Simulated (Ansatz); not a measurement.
# ClH₆NSi₂Zn: small, medium and large basis sets

An exercise on one series of results from a longer session: the logs are not shown, and one member is left open.

Program: Ansatz 0.2.0, Gaussian basis. Level of theory: one geometry, several basis sets. These are calculated values, not measurements.

The runs, in order: PBE0-D4/def2-SVP; ωB97M-V/def2-SVP; PBE0-D4/def2-QZVPP; ωB97M-V/def2-QZVPP; the functionals' def2-TZVPP values are taken from earlier runs.

### Structure used throughout

All runs share one geometry, relaxed beforehand with PBE0-D4 in a triple-zeta def2 set.

SMILES `[SiH3][N]([SiH3])[Zn][Cl]`, 11 atoms, charge 0, spin multiplicity 1.

Atoms are counted from 1 here; the program's logs count them from 0.

Bond lengths: Si1–N2 1.726 Å, Si1–H6 1.491 Å, Si1–H7 1.489 Å, Si1–H8 1.489 Å, N2–Si3 1.726 Å, N2–Zn4 1.823 Å, Si3–H9 1.491 Å, Si3–H10 1.489 Å, Si3–H11 1.489 Å, Zn4–Cl5 2.085 Å. Angles: N2–Si1–H6 108.3°, N2–Si1–H7 111.7°, N2–Si1–H8 111.9°, H6–Si1–H7 108.7°, H6–Si1–H8 108.5°, H7–Si1–H8 107.7°, Si1–N2–Si3 123.9°, Si1–N2–Zn4 118.1°, Si3–N2–Zn4 118.1°, N2–Si3–H9 108.3°, N2–Si3–H10 111.7°, N2–Si3–H11 111.9°, H9–Si3–H10 108.7°, H9–Si3–H11 108.5°, H10–Si3–H11 107.7°, N2–Zn4–Cl5 180.0°.

The first run:

File in.yaml:

```yaml
crystal:
  periodic: [false, false, false]
  atoms:
    - {symbol: Si, position_ang: [-1.542841, 0.378179, -0.389714]}
    - {symbol: N, position_ang: [0.089749, 0.132458, 0.112768]}
    - {symbol: Si, position_ang: [1.022054, -1.261797, -0.293538]}
    - {symbol: Zn, position_ang: [0.878482, 1.425383, 1.127292]}
    - {symbol: Cl, position_ang: [1.780848, 2.904472, 2.287710]}
    - {symbol: H, position_ang: [-2.017849, 1.670619, 0.181758]}
    - {symbol: H, position_ang: [-2.436764, -0.712006, 0.089854]}
    - {symbol: H, position_ang: [-1.664511, 0.444697, -1.872534]}
    - {symbol: H, position_ang: [2.362231, -1.130072, 0.346147]}
    - {symbol: H, position_ang: [0.381754, -2.514204, 0.195414]}
    - {symbol: H, position_ang: [1.212246, -1.394529, -1.764657]}
basis:
  gaussian: {orbitals: def2-SVP}
hamiltonian: {xc: pbe0, dispersion: d4}
output: {orbitals: {seedname: orbitals}}
```

On the command line:

```
ansatz run in.yaml --threads 4 --pin off --events-out ev --progress --plain --max-ram 11315MiB
```

Steps of the session up to this table: PBE0-D4 in def2-SVP; ωB97M-V in def2-SVP; PBE0-D4 in def2-QZVPP; ωB97M-V in def2-QZVPP.

One table of the session follows, with a row left open; its other results are not shown here.

It belongs to the step «Functionals by basis». 

```
functional       basis  HOMO (eV)  LUMO (eV)
   PBE0-D4    def2-SVP      -7.54      -1.26
   PBE0-D4  def2-TZVPP      -7.71      -1.46
   PBE0-D4  def2-QZVPP      -7.73      -1.49
   ωB97M-V    def2-SVP      -9.74       0.43
   ωB97M-V  def2-TZVPP      -9.97       0.28
   ωB97M-V  def2-QZVPP          ?          ?
```

**Question.** Estimate the row for ωB97M-V, def2-QZVPP.

As computed: HOMO (eV): -9.98; LUMO (eV): 0.12. In the column «HOMO (eV)» it is the lowest.
